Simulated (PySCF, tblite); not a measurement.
# C₅H₁₂BN: geometry, infrared bands and NMR shifts

Aim: predict the infrared bands and NMR shifts of C₅H₁₂BN (`C[C@H]1CCCB1N`).

Computed with tblite 0.8.0 and PySCF 2.14.0, with density-fitted response routines of our own, on a single molecule in the gas phase. Atoms count from 0, in the outputs and in this text.

## (1) Starting geometry

19 atoms, charge 0, multiplicity 1; geometry from: force field or distance geometry start.

Bonds of the start (Å): C0–C1 1.49, C1–C2 1.51, C2–C3 1.49, C3–C4 1.53, C4–B5 1.60, B5–N6 1.52, B5–C1 1.60, C0–H7 1.13, C0–H8 1.10, C0–H9 1.11, C1–H10 1.10, C2–H11 1.11, C2–H12 1.11, C3–H13 1.10, C3–H14 1.12, C4–H15 1.09, C4–H16 1.10, N6–H17 1.05, N6–H18 1.04.

## (2) Optimising the geometry with GFN2-xTB

The job: settings as JSON, then the geometry in Å.

```
{"job": {"kind": "relax", "xc": "GFN2-xTB", "basis": "xTB"}, "charge": 0, "multiplicity": 1}
C      0.589800     2.045500    -0.275800
C     -0.042100     0.813100     0.264900
C     -1.314000     0.394800    -0.430500
C     -1.603400    -0.897800     0.254800
C     -0.287500    -1.658800     0.106100
B      0.816600    -0.510500     0.004300
N      2.322200    -0.624400     0.161000
H      0.797100     2.751500     0.579000
H      1.566900     1.834200    -0.735800
H     -0.076600     2.614700    -0.964900
H     -0.261900     0.825400     1.346800
H     -1.055600     0.156900    -1.478400
H     -2.127000     1.146200    -0.325100
H     -2.458300    -1.459800    -0.142500
H     -1.760200    -0.680100     1.344200
H     -0.338900    -2.268000    -0.800000
H     -0.043400    -2.230900     1.012300
H      2.766900    -0.840800    -0.762700
H      2.499600    -1.402300     0.834800
```

The run is started by

```sh
$ OMP_NUM_THREADS=1 python probes_run.py task.json out
```

One launch serves the whole session: the jobs run in the order shown.

**Question.** This job is followed by: GFN2-xTB harmonic vibrations, gas phase; GIAO PBE0/pcSseg-1 NMR shielding, non-relativistic, gas phase. What will the session give for the following? strongest single infrared mode (GFN2-xTB); zero-point energy (GFN2-xTB); ¹³C shifts against TMS (PBE0/pcSseg-1); ¹H shifts against TMS (PBE0/pcSseg-1, means over atoms taken as alike); ¹¹B shifts against BF3·OEt2 (PBE0/pcSseg-1); ¹⁵N shifts against NH3 (PBE0/pcSseg-1).

As calculated:

```
                                                              quantity                                                     value
                             strongest single infrared mode (GFN2-xTB)                                      601 cm⁻¹, 197 km/mol
                                          zero-point energy (GFN2-xTB)                                            105.8 kcal/mol
                                ¹³C shifts against TMS (PBE0/pcSseg-1)                          41.7, 29.7, 29.3, 20.6, 17.5 ppm
¹H shifts against TMS (PBE0/pcSseg-1, means over atoms taken as alike)  3.96, 2.05, 1.89, 1.41, 1.05, 1.02, 1.01, 0.98, 0.79 ppm
                           ¹¹B shifts against BF3·OEt2 (PBE0/pcSseg-1)                                                  49.9 ppm
                                ¹⁵N shifts against NH3 (PBE0/pcSseg-1)                                                  97.2 ppm
```

What this shows: Over 85 steps the energy fell by 1.684 eV; of the close pairs, B5–N6 changed most, 1.518 to 1.379 Å. No mode is imaginary among the 51: a minimum at this level. The strongest single mode, at 601 cm⁻¹, moves mainly H17 and H18. GFN2-xTB is a fitted tight-binding method: band positions and strengths are rough. Its intensities can rank the bands wrongly. At PBE0/pcSseg-1: The widest tensor belongs to N6: span 137 ppm, with a paramagnetic part of -145 ppm.
